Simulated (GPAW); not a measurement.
Runs of GPAW 26.7.0 on WS. It takes space group Pm-3m (No. 221, cubic). The conventional cell has a = 3.008 Å, b = 3.008 Å, c = 3.008 Å, α = 90.00°, β = 90.00°, γ = 90.00°. Around W (site symmetry m-3m) lie 8 S at 2.60 Å. S (site symmetry m-3m) is surrounded by 8 W at 2.60 Å. The cell was built by a generator and needn't be a form met in nature.

```tsv
level	gap on the mesh (eV)	pressure (GPa)	relaxed volume (Å³/atom)
PBEsol	none	0.2	(a)
PBEsol+D3(BJ)+ATM	none	0.0	(b)
PBEsol+D3	none	0.0	12.95
PBEsol+D4	none	0.0	12.99
PBEsol+D3(BJ)	none	0.0	12.83
```

Alike in all rows: task relaxation of cell and atoms; potentials or basis PAW data sets generated in the run's folder for this functional, pw; no spin polarisation; cell relaxed; k mesh 9 × 9 × 9; cutoff (eV) 600; smearing fermi-dirac 0.05 eV.

Fill in the values left out.

(a) 13.18; (b) 12.90.

Caveats: later steps reuse the first step's grids; pairwise dispersion overbinds metals, which lowers pressure and volume (some runs).

A k mesh can miss the band edges, and the runs leave out spin-orbit coupling on W.

A gap of «none» marks a metal or a gap under the smearing width.

Runs at the PBE level aren't shown here.
